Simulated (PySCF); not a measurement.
# C5H5NO3S: the cost of one run

Computed with PySCF 2.14.0 and routines of our own; the level stands in each step. Atoms count from 0.

### Step 1. The system as given

15 atoms, charge 0, multiplicity 1; geometry from: GFN2-xTB.

### Step 2. Magnetic properties: GIAO KT3/pcSseg-1

The job: settings as JSON, then the geometry in Å.

```
{"job": {"kind": "mag", "xc": "KT3", "basis": "pcSseg-1", "isotopologues": 0}, "charge": 0, "multiplicity": 1}
O      3.681870    -0.609504     0.037689
C      2.961683     0.045625    -0.647981
O      1.755322     0.506387    -0.317204
C      1.250378     0.161172     0.951445
S      0.128748    -1.278952     0.853852
C     -1.214291    -0.549038     0.009731
C     -2.222507    -1.095079    -0.734200
N     -3.045362    -0.087231    -1.137627
C     -2.532163     0.989685    -0.649730
O     -1.415712     0.788290     0.070337
H      3.190975     0.388316    -1.668939
H      0.695804     1.015843     1.337131
H      2.059173    -0.139592     1.623123
H     -2.400328    -2.116507    -0.991990
H     -2.898003     1.988575    -0.768859
```

Level: GIAO KT3/pcSseg-1 magnetisability, rotational g tensor and spin-rotation constants, non-relativistic, gas phase.

Launch:

```
OMP_NUM_THREADS=1 python excited_run.py task.json out
```

One launch serves the whole session: the jobs run in the order shown.

**Question.** How long does this first job take on 1 thread of Arm Neoverse N1, shared host, and how much memory does it need?

About 81 s, with a peak of 0.72 GiB.
